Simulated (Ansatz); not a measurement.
# Ba16O: the cost of one run

Method: DFT PBE+D3(BJ), plane waves, PAW, scalar-relativistic, no spin polarisation, in Ansatz 0.2.0.

### Step 1. Starting point

The cell holds 17 atoms (Ba16O): a = 10.040 Å, b = 10.040 Å, c = 10.040 Å, α = 90.00°, β = 90.00°, γ = 90.00°.

As a file:

```xyz
17
Lattice="10.0400 0.0000 0.0000 0.0000 10.0400 0.0000 0.0000 0.0000 10.0400" Properties=species:S:1:pos:R:3 pbc="T T T"
Ba    0.0000    0.0000    0.0000
Ba    5.0200    0.0000    0.0000
Ba    0.0000    5.0200    0.0000
Ba    0.0000    0.0000    5.0200
Ba    2.5100    2.5100    2.5100
Ba    5.0200    5.0200    0.0000
Ba    5.0200    0.0000    5.0200
Ba    7.5300    2.5100    2.5100
Ba    0.0000    5.0200    5.0200
Ba    2.5100    7.5300    2.5100
Ba    2.5100    2.5100    7.5300
Ba    5.0200    5.0200    5.0200
Ba    7.5300    7.5300    2.5100
Ba    7.5300    2.5100    7.5300
Ba    2.5100    7.5300    7.5300
Ba    7.5300    7.5300    7.5300
O     0.0382    8.8305    2.4238
```

### Step 2. Relaxing end A

File input.yaml:

```yaml
crystal:
  lattice:
    - [10.04, 0.0, 0.0]
    - [0.0, 10.04, 0.0]
    - [0.0, 0.0, 10.04]
  atoms:
    - { symbol: Ba, position: [0.0, 0.0, 0.0] }
    - { symbol: Ba, position: [0.5, 0.0, 0.0] }
    - { symbol: Ba, position: [0.0, 0.5, 0.0] }
    - { symbol: Ba, position: [0.0, 0.0, 0.5] }
    - { symbol: Ba, position: [0.25, 0.25, 0.25] }
    - { symbol: Ba, position: [0.5, 0.5, 0.0] }
    - { symbol: Ba, position: [0.5, 0.0, 0.5] }
    - { symbol: Ba, position: [0.75, 0.25, 0.25] }
    - { symbol: Ba, position: [0.0, 0.5, 0.5] }
    - { symbol: Ba, position: [0.25, 0.75, 0.25] }
    - { symbol: Ba, position: [0.25, 0.25, 0.75] }
    - { symbol: Ba, position: [0.5, 0.5, 0.5] }
    - { symbol: Ba, position: [0.75, 0.75, 0.25] }
    - { symbol: Ba, position: [0.75, 0.25, 0.75] }
    - { symbol: Ba, position: [0.25, 0.75, 0.75] }
    - { symbol: Ba, position: [0.75, 0.75, 0.75] }
    - { symbol: O, position: [0.0038079, 0.87953, 0.2414136] }
basis:
  ecutwfc: 420.0
kpoints:
  mp_grid: { grid: [2, 2, 2] }
hamiltonian:
  xc: pbe
  dispersion: d3bj
scf:
  occupations: { method: gaussian, width: 0.15 }
  lower_state_search: "off"
relax:
  f_tol: 0.03
  max_steps: 60
  adjacent_minimum: "off"
```

Command:

```console
ansatz run input.yaml --threads 4 --pin off --max-ram 10240MiB --backend cpu --events-out ev --progress --plain --runs-dir out
```

What time and memory should one allow on 4 threads of Intel Xeon Platinum 8488C (Sapphire Rapids), shared host?

About 59 s, with a peak of 2.7 GiB.
